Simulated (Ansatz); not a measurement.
# AlAsH5N (SMILES [NH2][AlH][AsH2]): single points off equilibrium

One table from this session's results is given with a row withheld; the runs are named, their logs left out.

The runs use Ansatz 0.2.0, Gaussian basis; single points in def2-TZVPP.

Cores are frozen in the correlated methods. Filled d shells of the heavier atoms are correlated.

**Starting geometry**

SMILES `[NH2][AlH][AsH2]`, 8 atoms, charge 0, spin multiplicity 1.

Atoms are counted from 1 here; the program's logs count them from 0.

Bond lengths: N1–Al2 1.723 Å, N1–H4 0.952 Å, N1–H5 1.108 Å, Al2–As3 2.463 Å, Al2–H6 1.651 Å, As3–H7 1.549 Å, As3–H8 1.636 Å. Angles: Al2–N1–H4 125.1°, Al2–N1–H5 122.4°, H4–N1–H5 112.5°, N1–Al2–As3 125.5°, N1–Al2–H6 117.6°, As3–Al2–H6 116.7°, Al2–As3–H7 82.9°, Al2–As3–H8 77.0°, H7–As3–H8 91.6°.

As a file:

```xyz
8

N    -1.1667    0.9700   -0.7811
Al    0.2714    0.4722    0.0279
As    1.2522   -1.7851   -0.0553
H    -1.7725    0.3883   -1.2298
H    -1.4994    2.0264   -0.8027
H     1.0011    1.5610    1.0319
H     1.9129   -1.3395    1.2732
H    -0.1836   -2.0340    0.6886
```

The first run:

File run/in.yaml:

```yaml
crystal:
  periodic: [false, false, false]
  atoms:
    - {symbol: N, position_ang: [-1.166700, 0.970000, -0.781100]}
    - {symbol: Al, position_ang: [0.271400, 0.472200, 0.027900]}
    - {symbol: As, position_ang: [1.252200, -1.785100, -0.055300]}
    - {symbol: H, position_ang: [-1.772500, 0.388300, -1.229800]}
    - {symbol: H, position_ang: [-1.499400, 2.026400, -0.802700]}
    - {symbol: H, position_ang: [1.001100, 1.561000, 1.031900]}
    - {symbol: H, position_ang: [1.912900, -1.339500, 1.273200]}
    - {symbol: H, position_ang: [-0.183600, -2.034000, 0.688600]}
basis:
  gaussian: {orbitals: def2-TZVPP}
correlation: {method: ccsd_t}
output: {forces: true}
```

No record of the launch command was kept for these runs.

Among the steps run: CCSD(T)/def2-TZVPP; PBE0-D4/def2-TZVPP; wB97M-V/def2-TZVPP; r2SCAN-D4/def2-TZVPP; PBE-D4/def2-TZVPP; wB97X-V/def2-TZVPP; BHLYP-D4/def2-TZVPP.

One of the session's tables, all rows but one given; the rest of the session is left out.

```
   method  RMS force component (eV/Å)  angle to CCSD(T) forces (°)  dipole (D)
  CCSD(T)                       1.540                    reference        1.77
  PBE0-D4                       1.531                          2.2        1.73
  wB97M-V                       1.543                          1.5        1.78
r2SCAN-D4                           ?                            ?           ?
   PBE-D4                       1.504                          6.3        1.75
  wB97X-V                       1.562                          1.8        1.78
 BHLYP-D4                       1.555                          6.1        1.72
```

Q: Estimate the row for r2SCAN-D4 from the others.

The run gave: RMS force component (eV/Å): 1.517; angle to CCSD(T) forces (°): 1.7; dipole (D): 1.82. In the column «RMS force component (eV/Å)» it lies between PBE-D4 (1.504) and PBE0-D4 (1.531).
